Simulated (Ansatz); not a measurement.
# Alloy of ZnGa2O4 and ZnAl2O4 (6 of 32 Ga sites exchanged), 112 atoms, part 2 of 2

Ansatz 0.2.0, PAW. The steps go on from the part before.

### Step 3. HSE06 on the final geometry

File in.yaml:

```yaml
crystal:
  lattice:
    - [0.000000, 8.293797, 8.293797]
    - [8.293797, 0.000000, 8.293797]
    - [8.293797, 8.293797, 0.000000]
  atoms:
    - { symbol: Zn, position: [0.938936, 0.436886, 0.437209] }
    - { symbol: Zn, position: [0.438618, 0.938887, 0.937255] }
    - { symbol: Zn, position: [0.436136, 0.938488, 0.436444] }
    - { symbol: Zn, position: [0.939203, 0.439145, 0.935885] }
    - { symbol: Zn, position: [0.435917, 0.435527, 0.938219] }
    - { symbol: Zn, position: [0.937539, 0.936265, 0.440137] }
    - { symbol: Zn, position: [0.064381, 0.062304, 0.062269] }
    - { symbol: Zn, position: [0.563522, 0.559916, 0.562582] }
    - { symbol: Zn, position: [0.435484, 0.437063, 0.439389] }
    - { symbol: Zn, position: [0.935909, 0.936383, 0.936838] }
    - { symbol: Zn, position: [0.060430, 0.064245, 0.562949] }
    - { symbol: Zn, position: [0.561376, 0.563926, 0.063750] }
    - { symbol: Zn, position: [0.061888, 0.562456, 0.063955] }
    - { symbol: Zn, position: [0.561887, 0.063991, 0.564735] }
    - { symbol: Zn, position: [0.562123, 0.062489, 0.060857] }
    - { symbol: Zn, position: [0.063709, 0.561431, 0.561849] }
    - { symbol: Ga, position: [0.749906, 0.249988, 0.250271] }
    - { symbol: Ga, position: [0.249730, 0.749987, 0.750255] }
    - { symbol: Ga, position: [0.250493, 0.747807, 0.001171] }
    - { symbol: Ga, position: [0.748294, 0.248608, 0.502170] }
    - { symbol: Ga, position: [0.250423, 0.000876, 0.750948] }
    - { symbol: Ga, position: [0.750410, 0.501082, 0.247950] }
    - { symbol: Ga, position: [0.249784, 0.750083, 0.250206] }
    - { symbol: Ga, position: [0.748344, 0.248294, 0.751453] }
    - { symbol: Ga, position: [0.750018, 0.249816, 0.000222] }
    - { symbol: Ga, position: [0.249151, 0.752051, 0.499340] }
    - { symbol: Ga, position: [0.750239, 0.750653, 0.248104] }
    - { symbol: Ga, position: [0.249858, 0.250018, 0.250252] }
    - { symbol: Ga, position: [0.748761, 0.751433, 0.751651] }
    - { symbol: Ga, position: [0.251877, 0.246756, 0.999400] }
    - { symbol: Ga, position: [0.749733, 0.750131, 0.500173] }
    - { symbol: Ga, position: [0.749978, 0.499866, 0.750108] }
    - { symbol: Ga, position: [0.000742, 0.248078, 0.250953] }
    - { symbol: Ga, position: [0.499847, 0.749948, 0.750131] }
    - { symbol: Ga, position: [0.250019, 0.252523, 0.500319] }
    - { symbol: Ga, position: [0.749774, 0.000016, 0.250376] }
    - { symbol: Ga, position: [0.251404, 0.498000, 0.749078] }
    - { symbol: Ga, position: [0.001015, 0.250327, 0.751025] }
    - { symbol: Ga, position: [0.499763, 0.752691, 0.247511] }
    - { symbol: Ga, position: [0.000761, 0.748036, 0.250800] }
    - { symbol: Ga, position: [0.498970, 0.252091, 0.249545] }
    - { symbol: Ga, position: [0.997893, 0.751398, 0.751752] }
    - { symbol: O, position: [0.870726, 0.368785, 0.141395] }
    - { symbol: O, position: [0.369014, 0.870493, 0.641681] }
    - { symbol: O, position: [0.869177, 0.368684, 0.370368] }
    - { symbol: O, position: [0.369754, 0.868480, 0.870900] }
    - { symbol: O, position: [0.868379, 0.141413, 0.370922] }
    - { symbol: O, position: [0.369460, 0.640868, 0.869272] }
    - { symbol: O, position: [0.641041, 0.370180, 0.369439] }
    - { symbol: O, position: [0.141237, 0.869342, 0.870460] }
    - { symbol: O, position: [0.365466, 0.874833, 0.143042] }
    - { symbol: O, position: [0.869454, 0.368334, 0.642080] }
    - { symbol: O, position: [0.366033, 0.875054, 0.365304] }
    - { symbol: O, position: [0.869521, 0.369890, 0.869589] }
    - { symbol: O, position: [0.369661, 0.642785, 0.368847] }
    - { symbol: O, position: [0.869628, 0.141375, 0.869738] }
    - { symbol: O, position: [0.142855, 0.874277, 0.366651] }
    - { symbol: O, position: [0.641247, 0.368645, 0.869646] }
    - { symbol: O, position: [0.372062, 0.361837, 0.644845] }
    - { symbol: O, position: [0.870216, 0.868846, 0.141753] }
    - { symbol: O, position: [0.374904, 0.363505, 0.866178] }
    - { symbol: O, position: [0.870099, 0.868562, 0.370213] }
    - { symbol: O, position: [0.371286, 0.144278, 0.862645] }
    - { symbol: O, position: [0.868920, 0.641536, 0.369089] }
    - { symbol: O, position: [0.144806, 0.364978, 0.866088] }
    - { symbol: O, position: [0.641221, 0.869689, 0.368832] }
    - { symbol: O, position: [0.134563, 0.124871, 0.134297] }
    - { symbol: O, position: [0.630653, 0.630076, 0.630358] }
    - { symbol: O, position: [0.133571, 0.125975, 0.357443] }
    - { symbol: O, position: [0.630310, 0.630955, 0.858618] }
    - { symbol: O, position: [0.131493, 0.356942, 0.129693] }
    - { symbol: O, position: [0.630136, 0.858778, 0.631200] }
    - { symbol: O, position: [0.356632, 0.125502, 0.133939] }
    - { symbol: O, position: [0.858502, 0.631158, 0.631316] }
    - { symbol: O, position: [0.365580, 0.374214, 0.143326] }
    - { symbol: O, position: [0.864344, 0.875224, 0.645365] }
    - { symbol: O, position: [0.365807, 0.375472, 0.365746] }
    - { symbol: O, position: [0.861096, 0.871991, 0.871477] }
    - { symbol: O, position: [0.368686, 0.143435, 0.370027] }
    - { symbol: O, position: [0.865681, 0.644664, 0.874546] }
    - { symbol: O, position: [0.143535, 0.374201, 0.366807] }
    - { symbol: O, position: [0.644169, 0.871287, 0.872005] }
    - { symbol: O, position: [0.130554, 0.132020, 0.630623] }
    - { symbol: O, position: [0.633283, 0.635862, 0.124495] }
    - { symbol: O, position: [0.135197, 0.133826, 0.857186] }
    - { symbol: O, position: [0.630260, 0.631368, 0.357033] }
    - { symbol: O, position: [0.134945, 0.356749, 0.634746] }
    - { symbol: O, position: [0.633822, 0.857261, 0.125141] }
    - { symbol: O, position: [0.356873, 0.134610, 0.633505] }
    - { symbol: O, position: [0.856734, 0.634741, 0.124267] }
    - { symbol: O, position: [0.133969, 0.624662, 0.134545] }
    - { symbol: O, position: [0.628868, 0.127706, 0.638687] }
    - { symbol: O, position: [0.133987, 0.625519, 0.356944] }
    - { symbol: O, position: [0.627155, 0.128739, 0.855599] }
    - { symbol: O, position: [0.130759, 0.856993, 0.131062] }
    - { symbol: O, position: [0.624664, 0.354806, 0.634656] }
    - { symbol: O, position: [0.356489, 0.625648, 0.134385] }
    - { symbol: O, position: [0.854861, 0.124867, 0.635951] }
    - { symbol: O, position: [0.629396, 0.131061, 0.130526] }
    - { symbol: O, position: [0.129542, 0.631671, 0.630673] }
    - { symbol: O, position: [0.629392, 0.131271, 0.359189] }
    - { symbol: O, position: [0.130841, 0.629149, 0.858631] }
    - { symbol: O, position: [0.630740, 0.358804, 0.130407] }
    - { symbol: O, position: [0.129261, 0.858866, 0.631879] }
    - { symbol: O, position: [0.858877, 0.130083, 0.130807] }
    - { symbol: O, position: [0.358236, 0.630536, 0.629714] }
    - { symbol: Al, position: [0.252269, 0.249295, 0.749779] }
    - { symbol: Al, position: [0.249710, 0.000067, 0.250342] }
    - { symbol: Al, position: [0.749116, 0.752257, 0.999010] }
    - { symbol: Al, position: [0.249972, 0.499965, 0.250128] }
    - { symbol: Al, position: [0.746883, 0.999978, 0.753107] }
    - { symbol: Al, position: [0.499826, 0.247044, 0.750334] }
kpoints:
  mp_grid: { grid: [1, 1, 1] }
hamiltonian:
  xc: hse06
scf:
  occupations: { method: fermi_dirac, width: 0.01 }
output:
  forces: true
  eigenvalues: true
  populations: true
  eigenstates: { kpoints: [[0, 0, 0]], e_range: [-6.0, 6.0], localisation: true }
```

Started as:

```bash
$ ansatz run in.yaml --threads 4 --pin off --max-ram 38950MiB --runs-dir r --events-out ev --progress --plain --backend cuda --devices 0, --max-vram 37GiB
```

The log of the run:

```text
Pseudopotentials: kind: paw
Functional definition: HSE06
  parameter a = 0.25
  parameter omega = 0.11/bohr
  exchange = pbe_x - a*pbe_x_sr(omega) + a*exact_x_sr(omega)
  correlation = pbe_c
Crystal: 112 atoms, lattice volume = 1141.012 Å³
Basis set: ecut = 420 eV, 22227 PW (Γ), exchange–correlation on 160×160×160 points (8 copies of the dense FFT grid, shifted against one another)
Bands: 578, of which v1, the nominal top of the filled ones, is band 466 counted from 1 (465 counted from 0)
Symmetry: 1 space group operations
Space group: P1 (ITA 1), of the structure as read, at distance tolerance 1.0e-4 Å
k-points: 1
Non-local potential: Zn, projectors of the file, l = 0: 2, l = 1: 2, l = 2: 3, l = 3: 1
Non-local potential: Ga, projectors of the file, l = 0: 2, l = 1: 2, l = 2: 3, l = 3: 1
Non-local potential: O, projectors of the file, l = 0: 2, l = 1: 2, l = 2: 1
Non-local potential: Al, projectors of the file, l = 0: 2, l = 1: 2, l = 2: 1
PAW form: soft (Blöchl's): semilocal exchange-correlation on the pseudo side does not see the compensation charge
PAW frozen core: Zn, regenerated for the run's functional, and the local potential with it (the file was generated under x = pbe(κ = 0.804, μ = 0.2195149727645171), c = pbe(β = 0.06672455060314922))
PAW frozen core: Ga, regenerated for the run's functional, and the local potential with it (the file was generated under x = pbe(κ = 0.804, μ = 0.2195149727645171), c = pbe(β = 0.06672455060314922))
PAW frozen core: O, regenerated for the run's functional, and the local potential with it (the file was generated under x = pbe(κ = 0.804, μ = 0.2195149727645171), c = pbe(β = 0.06672455060314922))
PAW frozen core: Al, regenerated for the run's functional, and the local potential with it (the file was generated under x = pbe(κ = 0.804, μ = 0.2195149727645171), c = pbe(β = 0.06672455060314922))
PAW one-centre angular grid: Zn, 590 points (default); XC on 64 Gauss nodes
PAW one-centre angular grid: Ga, 590 points (default); XC on 64 Gauss nodes
PAW one-centre angular grid: O, 110 points (default); XC on 96 Gauss nodes
PAW one-centre angular grid: Al, 110 points (default); XC on 64 Gauss nodes
Initial density: superposition of atomic densities (neutral atoms: chi_scale 0, normalization atom), corrected by the library's trained network
Initial wavefunctions: pseudopotential atomic-orbital guess
Functional: x = pbe(κ = 0.804, μ = 0.2195149727645171), c = pbe(β = 0.06672455060314922), warm-up for x = pbe(κ = 0.804, μ = 0.2195149727645171) + 0.25 (exact − pbe) at short range (hse, ω = 0.20786987370883472 Å⁻¹), c = pbe(β = 0.06672455060314922); HSE06 as pw.x's `hse` composes it (authors' and Libxc's form: `xc: wpbeh`)
SCF iter   1: F=—  HF=-191057.631495 eV  |F-HF|=—  |Δ(HF+E_count)|=         —  Δρ=1.72e-3  dr2=2.43e-2  ethr=1.77e-3  ⟨swp⟩=16.0  Hψ=2969  notcnv=0
preconditioner: auto → none  [insulator: Δε(μ)=2.875 eV  Ē_g=16.583 eV  σ=0.010 eV  W_gap=1.00  n_scr=338 (ndim 8)  ℏωp=33.6 eV  f_vac=0.016  D(μ)=0.00/eV (n_scr^D=0)]
SCF iter   2: F=—  HF=-191057.661906 eV  |F-HF|=—  |Δ(HF+E_count)|=   3.04e-2  Δρ=9.08e-4  dr2=6.95e-3  ethr=2.61e-6  ⟨swp⟩=10.0  Hψ=2383  notcnv=0  defer=12
SCF iter   3: F=—  HF=-191057.662367 eV  |F-HF|=—  |Δ(HF+E_count)|=   4.61e-4  Δρ=4.02e-4  dr2=8.51e-4  ethr=7.46e-7  ⟨swp⟩=20.0  Hψ=1713  notcnv=1  defer=3
SCF iter   4: F=-191057.664231 eV  HF=-191057.663628 eV  |F-HF|=6.03e-4  |Δ(HF+E_count)|=   1.26e-3  Δρ=2.04e-4  dr2=1.48e-4  ethr=9.13e-8  ⟨swp⟩=6.0  Hψ=1244  notcnv=0  defer=3
SCF 1 stopped early in 4 iterations: F = -191057.664231 eV  dr2 = 1.48e-4
Initial density: handed on by an earlier stage of this run
Initial wavefunctions: those handed on with the density
Functional: x = pbe(κ = 0.804, μ = 0.2195149727645171) + 0.25 (exact − pbe) at short range (hse, ω = 0.20786987370883472 Å⁻¹), c = pbe(β = 0.06672455060314922); HSE06 as pw.x's `hse` composes it (authors' and Libxc's form: `xc: wpbeh`)
Exchange kernel: α = 0.2500, screened, ω = 0.2079 Å⁻¹, Wigner–Seitz truncation, v(0) = 939.3096 eV·Å³, q-mesh 1×1×1, nearest image of the exchange supercell L = 11.73 Å, pair-density grid 48×48×48, without the augmentation charges, whose exchange is taken in its separable form (sized by the pseudopotential files, 72×72×72 at the most), smooth part of the exact exchange by density-matrix convolutio [...]
Frozen-core exchange: fock
SCF iter   1: F=—  HF=-191068.124068 eV  |F-HF|=—  |Δ(HF+E_count)|=         —  Δρ=2.02e-2  dr2=2.19e0  ethr=1.59e-7  ⟨swp⟩=15.0  Hψ=3230  notcnv=0
preconditioner: auto → none  [insulator: Δε(μ)=4.666 eV  Ē_g=19.697 eV  σ=0.010 eV  W_gap=1.00  n_scr=338 (ndim 8)  ℏωp=33.6 eV  f_vac=0.016  D(μ)=0.00/eV (n_scr^D=0)]
SCF iter   2: F=—  HF=-191067.343730 eV  |F-HF|=—  |Δ(HF+E_count)|=   7.80e-1  Δρ=5.20e-3  dr2=1.82e-1  ethr=1.59e-7  ⟨swp⟩=5.0  Hψ=2713  notcnv=0
SCF iter   3: F=—  HF=-191067.773897 eV  |F-HF|=—  |Δ(HF+E_count)|=   4.30e-1  Δρ=5.23e-3  dr2=1.32e-1  ethr=1.59e-7  ⟨swp⟩=6.0  Hψ=2645  notcnv=0
SCF iter   4: F=—  HF=-191067.747900 eV  |F-HF|=—  |Δ(HF+E_count)|=   2.60e-2  Δρ=1.76e-3  dr2=1.33e-2  ethr=1.59e-7  ⟨swp⟩=4.0  Hψ=2017  notcnv=0
SCF iter   5: F=—  HF=-191067.762235 eV  |F-HF|=—  |Δ(HF+E_count)|=   1.43e-2  Δρ=7.67e-4  dr2=4.33e-3  ethr=1.59e-7  ⟨swp⟩=6.0  Hψ=2047  notcnv=0
SCF iter   6: F=—  HF=-191067.760843 eV  |F-HF|=—  |Δ(HF+E_count)|=   1.39e-3  Δρ=2.75e-4  dr2=9.45e-4  ethr=1.59e-7  ⟨swp⟩=4.0  Hψ=1887  notcnv=0
iter 7 solved again at ethr=1.11e-9 eV; its pass at ethr=8.42e-8 eV (dr2=1.04e-5 eV) is discarded
SCF iter   7: F=-191067.760556 eV  HF=-191067.760562 eV  |F-HF|=6.03e-6  |Δ(HF+E_count)|=   2.81e-4  Δρ=3.31e-5  dr2=2.66e-5  ethr=1.11e-9  ⟨swp⟩=4.0  Hψ=2716  notcnv=0
eigensolver tolerance schedule: the retry pair's looser diagonalisation over-reported the residual by 0.21 of it (diagonalisation noise at 0.21 of the residual, at the tolerance the schedule requests for it); recorded, not acted on — ethr = c·dr2/N_el stays at c = 1.0e-1
SCF 2 stopped early in 7 iterations: F = -191067.760556 eV  dr2 = 2.66e-5
  Residual-converged pass: ⟨swp⟩=3.0  Hψ=1347  notcnv=0  max |occ|·‖R‖ = 5.5e-6 eV (tolerance 6.7e-6 eV)  dr2=2.65e-5  dr2_onsite=1.16e-6  max |Δocc| = 0.0e0
[... from here the SCF cycle lines were not kept, up to the last twenty ...]
hybrid outer 1: dexx = +5.328e-1 eV, tail = 1.26e-3 eV
SCF iter   1: F=—  HF=-191067.740961 eV  |F-HF|=—  |Δ(HF+E_count)|=         —  Δρ=5.57e-5  dr2=2.42e-5  ethr=6.74e-7  ⟨swp⟩=17.0  Hψ=1512  notcnv=0
preconditioner: auto → none  [insulator: Δε(μ)=4.675 eV  Ē_g=19.571 eV  σ=0.010 eV  W_gap=1.00  n_scr=338 (ndim 8)  ℏωp=33.6 eV  f_vac=0.025  D(μ)=0.00/eV (n_scr^D=0)]
SCF iter   2: F=—  HF=-191067.741010 eV  |F-HF|=—  |Δ(HF+E_count)|=   4.85e-5  Δρ=1.90e-5  dr2=2.93e-6  ethr=2.15e-9  ⟨swp⟩=7.0  Hψ=2132  notcnv=0  defer=3
SCF iter   3: F=—  HF=-191067.741009 eV  |F-HF|=—  |Δ(HF+E_count)|=   2.63e-7  Δρ=9.31e-6  dr2=3.78e-7  ethr=2.12e-10  ⟨swp⟩=7.0  Hψ=1387  notcnv=0
SCF iter   4: F=—  HF=-191067.741011 eV  |F-HF|=—  |Δ(HF+E_count)|=   1.32e-6  Δρ=4.41e-6  dr2=1.92e-7  ethr=3.24e-11  ⟨swp⟩=11.0  Hψ=2076  notcnv=0  defer=8
SCF iter   5: F=-191067.741011 eV  HF=-191067.741011 eV  |F-HF|=4.85e-8  |Δ(HF+E_count)|=   4.35e-8  Δρ=2.07e-6  dr2=4.64e-8  ethr=2.03e-11  ⟨swp⟩=6.0  Hψ=1494  notcnv=0
SCF 3 converged in 5 iterations: F = -191067.741011 eV  dr2 = 4.64e-8
  Residual-converged pass: ⟨swp⟩=2.0  Hψ=1043  notcnv=0  max |occ|·‖R‖ = 2.2e-6 eV (tolerance 3.3e-6 eV)  dr2=4.69e-8  dr2_onsite=9.44e-9  max |Δocc| = 0.0e0
hybrid outer 2: dexx = +2.445e-5 eV, tail = 4.78e-7 eV, Δε = 3.04e-3 eV (about 6.94e-5 eV left of the loop's levels), ΔF = 4.27e-3 eV/Å (tail 6.45e-4)
NSCF: frozen V_eff on 1 k-points
hybrid SCF converged: 2 outer / 12 inner (+4 warm-up), last move |dexx| = 2.44e-5 eV, tail = 4.78e-7 eV
Stability not checked: this state was not tested for a lower state beside it, because the functional holds exact exchange (a hybrid, or Hartree-Fock), whose exchange loop this test does not read (fock_operator; see scf.lower_state_search)
Free energy (F): -191067.741004 eV
Harris-Foulkes:  -191067.741004 eV  (|F-HF|=4.85e-8)
Internal energy: -191067.741004 eV  (E = F + TS)
E sigma→0 (E₀):  -191067.741004 eV
Fermi energy:    9.165285 eV
--- Per-component energies (eV) ---
  E_band       = -1527.705156
  E_kinetic    = 16622.912458
  E_local      = -95698.818725  (includes V_loc(G=0)·N_el)
  E_nonlocal   = 24360.598765
  E_hartree    = 42058.236375
  E_xc         = -7132.386566
  E_vxc        = -6779.773799  (∫ρ·V_xc dr)
  E_exx        = -3214.996788  (= α·E_x^exact, valence–valence)
  E_paw        = -92929.904917  (= ΣΔE_a)
  E_vpaw       = -17719.237174  (= ΣTr[D̂ρ^β])
  E_aug_tail   = 0.150967  (compensation charges beyond the density's cutoff)
  E_ewald      = -75144.726317
  E_core_change = 11.193745  (= ΣΔE_core)
  E_smearing   = -0.000000  (= −TS)
  E_closure    = -0.000003  (closes the sum)
  Σ components = -191067.741004   (vs F -191067.741004, Δ=0.00e0)
--- Forces (eV/Å), atoms counted from 1 ---
  atom   1  Zn     0.01181288     0.00601226     0.02121144
  atom   2  Zn     0.02500433     0.01849897     0.03459975
[... 40 atoms left out ...]
  atom  43  O      0.16188409     0.16734706    -0.16650566
[... 4 atoms left out ...]
  atom  48  O      0.16356632    -0.17197358     0.16304937
[... 5 atoms left out ...]
  atom  54  O     -0.17253082    -0.16906069    -0.16590090
[... 13 atoms left out ...]
  atom  68  O      0.16163271     0.17006616     0.16890730
[... 16 atoms left out ...]
  atom  85  O     -0.18215717    -0.17810287     0.13149913
[... 3 atoms left out ...]
  atom  89  O      0.14007238    -0.18253209    -0.17456710
[... 13 atoms left out ...]
  atom 103  O     -0.17013244     0.17095262    -0.16795818
[... 1 atom left out ...]
  atom 105  O      0.16581682    -0.16972744    -0.16903189
[... 7 atoms left out ...]
  max |Σ_I F_I| component: 1.05e-4 eV/Å
--- Band table (eV) ---
  k-point 0: bands = [... 454 lower levels ..., "6.6866", "6.6957", "6.7067", "6.7106", "6.7180", "6.7220", "6.7473", "6.7766", "6.7886", "6.8064", "6.8233", "6.8239", "11.4990", "14.1648", "14.2294", "14.2945", "14.3538", "14.4715", "14.4839", "14.5135", "14.5783", "14.8919", "14.9038", "14.9319", ... 100 higher levels ...]
--- Löwdin populations: 112 sites ---
  site symbol       q [e]
     0     Zn     10.4533
     1     Zn     10.4506
[... 110 atoms left out ...]
  spilling = 0.005093 (of n_electrons = 932.000000)
```

Run time: 75 s. Hardware: 1 × NVIDIA H100 80GB HBM3 with 4 threads of AMD EPYC 7R13, shared host; peak host memory 4.4 GiB.

Spacing of the frontier levels at the Γ point alone: 4.68 eV (6.824 to 11.499 eV).

The states next to the gap (eigenstates.tsv), from the top filled level:

| level (eV) | spin | filling | atoms sharing it | main element | its share | largest atom |
| --- | --- | --- | --- | --- | --- | --- |
| -0.10 | both | 2.00 | 52.1 | O | 0.86 | – |
| -0.08 | both | 2.00 | 53.2 | O | 0.87 | – |
| -0.05 | both | 2.00 | 46.3 | O | 0.87 | – |
| -0.04 | both | 2.00 | 53.7 | O | 0.86 | – |
| -0.02 | both | 2.00 | 55.3 | O | 0.87 | – |
| 0.00 | both | 2.00 | 49.0 | O | 0.87 | – |
| 0.00 | both | 2.00 | 60.9 | O | 0.87 | – |
| 4.68 | both | 0.00 | 105.4 | O | 0.53 | – |

The largest force by HSE06 is 0.29 eV/Å, on O103: the geometry is not this level's minimum.

### Step 4. Summary of results

What follows sums up all 2 parts. Changes of volume or cell count from the first structure of part 1.

| level | time | k points | top filled to lowest empty (eV) |
| --- | --- | --- | --- |
| PBEsol, relaxation | 13 s (GPU) | (½, ½, ½) | 3.86 |
| HSE06 | 75 s (GPU) | Γ | 4.68 |

| quantity | value |
| --- | --- |
| relaxation | 5 recorded steps, 2.01 eV gained |
| largest shift | 0.11 Å (O87 and others alike) |
| relaxed cell | a = 11.729 Å, b = 11.729 Å, c = 11.729 Å, α = 60.00°, β = 60.00°, γ = 60.00° |
| mean bonds | Al–O 1.929, Ga–O 1.993, O–Zn 1.966 Å |

**Reading.** Relaxation gains 2.01 eV, with shifts up to 0.11 Å (O87 and others alike), while the volume changes by +0.0 %. The mean lengths of the listed bonds run from Al–O 1.93 Å to Ga–O 1.99 Å. The relaxation ran on other k points, so part of any difference from the later rows can come from the mesh. With one k point the spacing samples only the states that fold onto it, so it can exceed the gap over the zone.
